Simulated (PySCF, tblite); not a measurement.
**C4H9NSSi3: geometry, infrared bands and NMR shifts**

Aim: predict the infrared bands and NMR shifts of C4H9NSSi3 (`N#CC#C[SiH2][C@@H]([SiH3])S[SiH3]`).

Programs: tblite 0.8.0 and PySCF 2.14.0, with density-fitted response routines of our own. Each step states its level of theory. These are calculated values for one molecule in the gas phase, unless marked as measured. Atoms are numbered from 0 throughout.

## (1) The starting structure

18 atoms, charge 0, multiplicity 1; geometry from: force field or distance geometry start.

Bonds of the start (Å): N0–C1 1.16, C1–C2 1.43, C2–C3 1.20, C3–Si4 1.82, Si4–C5 1.85, C5–Si6 1.86, C5–S7 1.84, S7–Si8 2.15, Si4–H9 1.48, Si4–H10 1.49, C5–H11 1.10, Si6–H12 1.47, Si6–H13 1.48, Si6–H14 1.47, Si8–H15 1.45, Si8–H16 1.48, Si8–H17 1.48.

## (2) Optimising the geometry with GFN2-xTB

Job settings and geometry (Å):

```
{"job": {"kind": "relax", "xc": "GFN2-xTB", "basis": "xTB"}, "charge": 0, "multiplicity": 1}
N     -5.235300     2.430300     0.436400
C     -4.184100     2.002700     0.181900
C     -2.885200     1.489400    -0.114700
C     -1.796000     1.074300    -0.391900
Si    -0.135200     0.444400    -0.797500
C      0.423700    -0.617000     0.605500
Si    -0.749800    -2.024400     0.930000
S      2.032000    -1.337600     0.080600
Si     3.414700     0.303300    -0.079000
H     -0.132700    -0.290700    -2.086500
H      0.800300     1.594400    -0.941400
H      0.636500    -0.071300     1.540700
H     -1.706900    -2.116400    -0.177300
H     -1.442600    -1.700300     2.196900
H     -0.075900    -3.319600     1.059900
H      4.788800    -0.140600    -0.189600
H      3.048000     1.127400    -1.250500
H      3.191000     1.158100     1.110800
```

Command:

```
$ OMP_NUM_THREADS=1 python probes_run.py task.json out
```

The driver reads the jobs from task.json and runs them one after another.

**Question.** This job is followed by: GFN2-xTB harmonic vibrations, gas phase; GIAO PBE0/pcSseg-1 NMR shielding, non-relativistic, gas phase. What will the session give for the following? strongest single infrared mode (GFN2-xTB); zero-point energy (GFN2-xTB); 13C shifts against TMS (PBE0/pcSseg-1); 1H shifts against TMS (PBE0/pcSseg-1, means over atoms taken as alike); 15N shifts against NH3 (PBE0/pcSseg-1); 29Si shifts against TMS (PBE0/pcSseg-1); 33S shifts against CS2 (PBE0/pcSseg-1).

As calculated:

```
                                                              quantity                             value
                             strongest single infrared mode (GFN2-xTB)              765 cm⁻¹, 874 km/mol
                                          zero-point energy (GFN2-xTB)                     63.3 kcal/mol
                                13C shifts against TMS (PBE0/pcSseg-1)        111.3, 91.6, 88.6, 5.3 ppm
1H shifts against TMS (PBE0/pcSseg-1, means over atoms taken as alike)  4.60, 4.56, 4.34, 4.21, 0.83 ppm
                                15N shifts against NH3 (PBE0/pcSseg-1)                         310.0 ppm
                               29Si shifts against TMS (PBE0/pcSseg-1)           -51.8, -65.4, -71.7 ppm
                                33S shifts against CS2 (PBE0/pcSseg-1)                          -203 ppm
```

What this shows: The optimisation took 179 steps and gained 0.437 eV; among the close pairs (by a distance rule), C1–C2 changed most, from 1.428 to 1.363 Å. No mode is imaginary among the 48: a minimum at this level. GFN2-xTB is a fitted tight-binding method: band positions and strengths are rough. Its intensities can rank the bands wrongly. The most deshielded carbon is C1 (nitrile carbon), at 111.3 ppm: C≡N carbons fall here, among the sp2 signals but without a proton. At PBE0/pcSseg-1: The widest tensor belongs to N0: span 544 ppm, with a paramagnetic part of -384 ppm.
